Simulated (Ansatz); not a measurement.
# CH7AlSiSn: up Jacob's ladder to CCSD(T)

An exercise on one series of results from a longer session: the logs are not shown, and one member is left open.

Method: functionals in def2-TZVPP, the program's frozen cores in correlated methods; program: Ansatz 0.2.0, Gaussian basis.

Plan: LDA (SPW92), PBE-D4, revPBE-D4, BLYP-D4, r2SCAN-D4, B97M-V, PBE0-D4, B3LYP-D4, r2SCANh-D4, r2SCAN0-D4, HSE06-D4, BHLYP-D4, CAM-B3LYP-D4, LC-ωPBE, ωB97X-V, ωB97M-V, B2PLYP, PBE-QIDH; CCSD(T)/def2-SVP; CCSD(T)/def2-TZVPP; MP2/def2-QZVPP; extrapolation to the limit; RPA on PBE.

**Structure used throughout**

All runs share one geometry, relaxed beforehand with PBE0-D4 in a triple-zeta def2 set. Sn takes the def2 core potential; no spin-orbit term is included.

SMILES `[CH3][SnH]1[AlH][SiH2]1`, 11 atoms, charge 0, spin multiplicity 1.

Atoms are counted from 1 here; the program's logs count them from 0.

Bond lengths: C1–Sn2 2.148 Å, C1–H5 1.090 Å, C1–H6 1.090 Å, C1–H7 1.089 Å, Sn2–Al3 2.636 Å, Sn2–Si4 2.651 Å, Sn2–H8 1.721 Å, Al3–Si4 2.382 Å, Al3–H9 1.589 Å, Si4–H10 1.498 Å, Si4–H11 1.493 Å. Angles: Sn2–C1–H5 109.2°, Sn2–C1–H6 109.6°, Sn2–C1–H7 109.2°, H5–C1–H6 109.5°, H5–C1–H7 109.7°, H6–C1–H7 109.6°, C1–Sn2–Al3 134.5°, C1–Sn2–Si4 110.8°, C1–Sn2–H8 107.9°, Al3–Sn2–Si4 53.5°, Al3–Sn2–H8 116.2°, Si4–Sn2–H8 121.9°, Sn2–Al3–Si4 63.6°, Sn2–Al3–H9 139.4°, Si4–Al3–H9 145.6°, Sn2–Si4–Al3 62.9°, Sn2–Si4–H10 93.1°, Sn2–Si4–H11 137.6° and more.

Coordinates:

```xyz
11
charge 0, multiplicity 1
C    -1.42092    1.45355   -0.67266
Sn   -0.69770   -0.18034    0.52026
Al    1.55780   -0.68512    1.78791
Si    1.50483   -1.21360   -0.53386
H    -2.00638    1.05976   -1.50314
H    -2.04767    2.10381   -0.06218
H    -0.57333    2.01855   -1.05741
H    -2.04623   -1.15896    0.95190
H     2.05862   -1.14127    3.22558
H     1.86347    0.05957   -1.23660
H     1.87281   -2.37304   -1.39900
```

Set-up of the first run:

Input file in.yaml:

```yaml
crystal:
  periodic: [false, false, false]
  atoms:
    - {symbol: C, position_ang: [-1.420920, 1.453550, -0.672659]}
    - {symbol: Sn, position_ang: [-0.697699, -0.180338, 0.520263]}
    - {symbol: Al, position_ang: [1.557804, -0.685124, 1.787910]}
    - {symbol: Si, position_ang: [1.504831, -1.213599, -0.533859]}
    - {symbol: H, position_ang: [-2.006377, 1.059760, -1.503136]}
    - {symbol: H, position_ang: [-2.047669, 2.103807, -0.062178]}
    - {symbol: H, position_ang: [-0.573331, 2.018550, -1.057413]}
    - {symbol: H, position_ang: [-2.046235, -1.158963, 0.951897]}
    - {symbol: H, position_ang: [2.058617, -1.141268, 3.225577]}
    - {symbol: H, position_ang: [1.863475, 0.059567, -1.236598]}
    - {symbol: H, position_ang: [1.872805, -2.373042, -1.399003]}
basis:
  gaussian: {orbitals: def2-TZVPP}
hamiltonian: {xc: lda}
output: {orbitals: {seedname: orbitals}}
```

Among the steps run: LDA; PBE-D4 (GGA); revPBE-D4 (GGA); BLYP-D4 (GGA); r2SCAN-D4 (meta-GGA); B97M-V (meta-GGA); PBE0-D4 (hybrid); B3LYP-D4 (hybrid); r2SCANh-D4 (hybrid); r2SCAN0-D4 (hybrid); HSE06-D4 (hybrid); BHLYP-D4 (hybrid); CAM-B3LYP-D4 (range-separated); LC-ωPBE (range-separated); ωB97X-V (range-separated); ωB97M-V (range-separated); B2PLYP (double hybrid); PBE-QIDH (double hybrid).

One table of the session follows, with a row left open; its other results are not shown here.

It belongs to the step «Orbital energies across the functionals». 

```
  functional  HOMO (eV)  LUMO (eV)  gap (eV)
 LDA (SPW92)      -5.32      -3.22      2.10
      PBE-D4      -5.21      -3.04      2.17
   revPBE-D4      -5.16      -2.96      2.20
     BLYP-D4      -5.05      -2.87      2.18
   r2SCAN-D4      -5.38      -2.91      2.46
      B97M-V      -5.42      -2.97      2.45
     PBE0-D4      -6.02      -2.35      3.67
    B3LYP-D4      -5.86      -2.49      3.37
  r2SCANh-D4      -5.68      -2.67      3.01
  r2SCAN0-D4      -6.13      -2.29      3.84
    HSE06-D4      -5.65      -2.72      2.93
    BHLYP-D4          ?          ?         ?
CAM-B3LYP-D4      -7.08      -1.37      5.71
     LC-ωPBE      -8.21      -0.42      7.79
     ωB97X-V      -7.97      -0.49      7.48
     ωB97M-V      -7.81      -0.71      7.11
```

Estimate the missing values for BHLYP-D4.

Worked estimate for «HOMO (eV)». Against the share of exact exchange, BLYP-D4 (0, -5.05), B3LYP-D4 (0.2, -5.86) give a slope of -4.05 per unit share; at 0.5 the line stands at -7.07.

The run gave: HOMO (eV): -6.70; LUMO (eV): -1.54; gap (eV): 5.17. In «HOMO (eV)» the line misses by -0.37.
